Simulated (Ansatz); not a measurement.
**Te2Pb: how the settings move a single-point run**

Aim: see which settings change the result for Te2Pb, by how much, and at what cost. The cell is built on a prototype (CdCl2 type) and needn't be the phase found in nature.

Program: Ansatz 0.2.0. Level of theory: reference: DFT, PBEsol, plane waves, PAW. These are calculated values, not measurements.

2 further runs of the same task are left out: 2 that didn't finish.

### 1 The structure to begin with

It takes space group R-3m (No. 166, trigonal). The conventional cell has a = 4.254 Å, b = 4.254 Å, c = 18.793 Å, α = 90.00°, β = 90.00°, γ = 120.00°. Pb (site symmetry -3m) is surrounded by 6 Te at 3.13 Å. Around Te (site symmetry 3m) lie 3 Pb at 3.13 Å and 3 Te at 3.41 Å.

As a file:

```cif
data_structure
_symmetry_space_group_name_H-M 'R-3m:H'
_symmetry_Int_Tables_number 166
_cell_length_a 4.2540
_cell_length_b 4.2540
_cell_length_c 18.7926
_cell_angle_alpha 90.000
_cell_angle_beta 90.000
_cell_angle_gamma 120.000
_cell_volume 294.52
loop_
_atom_site_label
_atom_site_type_symbol
_atom_site_symmetry_multiplicity
_atom_site_Wyckoff_symbol
_atom_site_fract_x
_atom_site_fract_y
_atom_site_fract_z
_atom_site_occupancy
Pb1 Pb 3 a 0.00000 0.00000 0.00000 1
Te1 Te 6 c 0.33333 0.66667 0.89642 1
```

### 2 Reference

input.yaml

```yaml
crystal:
  lattice:
    - [2.1269962718, 1.2280218701, 6.2642067492]
    - [-2.1269962718, 1.2280218701, 6.2642067492]
    - [0.0, -2.4560437402, 6.2642067492]
  atoms:
    - { symbol: Pb, position: [0.0, 0.0, 0.0] }
    - { symbol: Te, position: [0.2297518145, 0.2297518145, 0.2297518145] }
    - { symbol: Te, position: [0.7702481855, 0.7702481855, 0.7702481855] }
kpoints:
  mp_grid: { grid: [6, 6, 6] }
hamiltonian:
  xc: pbesol
scf:
  occupations: { method: fermi_dirac, width: 0.02 }
  n_extra_bands: 4
output:
  forces: true
  stress: true
  eigenvalues: true
```

Launch:

```sh
$ ansatz run input.yaml --threads 4 --pin off --max-ram 3686MiB --backend cpu --events-out ev --progress --plain --runs-dir out
```

### 3 Changed: occupations.width 0.05

input.yaml, as its differences from that of step 2:

```diff
@@ -14,3 +14,3 @@
 scf:
-  occupations: { method: fermi_dirac, width: 0.02 }
+  occupations: { method: fermi_dirac, width: 0.05 }
   n_extra_bands: 4
```

### 4 Changing settings: occupations.method methfessel_paxton, occupations.width 0.2

input.yaml, as its differences from that of step 2:

```diff
@@ -14,3 +14,3 @@
 scf:
-  occupations: { method: fermi_dirac, width: 0.02 }
+  occupations: { method: methfessel_paxton, width: 0.2 }
   n_extra_bands: 4
```

Q: Predict the outcome of this session. Wanted: for each run, ending; energy change; pressure; gap; force.

As calculated:

```tsv
run	ending	energy change	pressure (GPa)	gap (eV)	force (eV/Å)	cycles	time
reference	converged	0	-1.0	0.00	0.15	7	6.7 s
1: occupations.width 0.05	converged	-0.5 meV/atom (σ→0)	-0.9	0.00	0.15	6	7.9 s
2: occupations.method methfessel_paxton, occupations.width 0.2	converged	-0.5 meV/atom (σ→0)	-1.0	0.00	0.15	6	8.4 s
```

Residual by cycle in the longest SCF loop of each run; runs are numbered as in the table. The quantity is the density residual dr2, in eV.

```tsv
cycle	reference	run 1	run 2
1	0.00394	0.00349	0.00344
2	7.0e-4	5.7e-4	5.7e-4
3	1.4e-4	1.1e-4	1.1e-4
4	1.2e-5	9.7e-6	9.6e-6
5	9.8e-7	6.7e-7	6.4e-7
6	1.1e-7	7.5e-8	7.1e-8
7	1.2e-8	-	-
```

What this shows: Of the converged runs whose energies compare with the reference's, «occupations.width 0.05» moves the energy most (-0.5 meV/atom). The pressure spans -1.0 to -0.9 GPa over the reference and the converged variants. Semilocal functionals close small gaps, so the missing gap need not be the real solid's.
